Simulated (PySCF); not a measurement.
Molecule: MgOSiH4, in a box.

```
CELL_PARAMETERS angstrom
15.00000 0.00000 0.00000
0.00000 12.00000 0.00000
0.00000 0.00000 12.00000
ATOMIC_POSITIONS crystal
Mg 0.41761 0.42994 0.44431
O 0.53046 0.47907 0.47649
Si 0.62813 0.52975 0.51116
H 0.31537 0.38074 0.40977
H 0.67578 0.56860 0.41180
H 0.62214 0.62347 0.59737
H 0.68327 0.43544 0.56403
```

The cell isn't the ideal one: atoms moved at random, drawn with an rms of 0.05 Å.

Program: PySCF 2.14.0. Alike in all runs: task atomic charges; potentials or basis pob-tzvp-rev2 (all-electron); no spin polarisation; cell atoms moved at random, drawn with an rms of 0.05 Å; k mesh 1 × 1 × 1; smearing fixed.

**Question.** Order these runs on this cell by their band gap on the k mesh, lowest first.
A. level TM
B. level BHandHLYP+D4; three-body dispersion term yes; exxdiv ewald
C. level BP86+D4; three-body dispersion term yes
D. level M06-2X+D3; three-body dispersion term no; exxdiv ewald

**Answer.** C (6.22 eV), A (6.41 eV), D (10.54 eV), B (10.80 eV).

Caveats: this is a molecule in a periodic box at the Γ point, so its band gap is the HOMO-LUMO gap; the basis of atomic orbitals isn't converged, which shifts pressures, moduli and gaps.

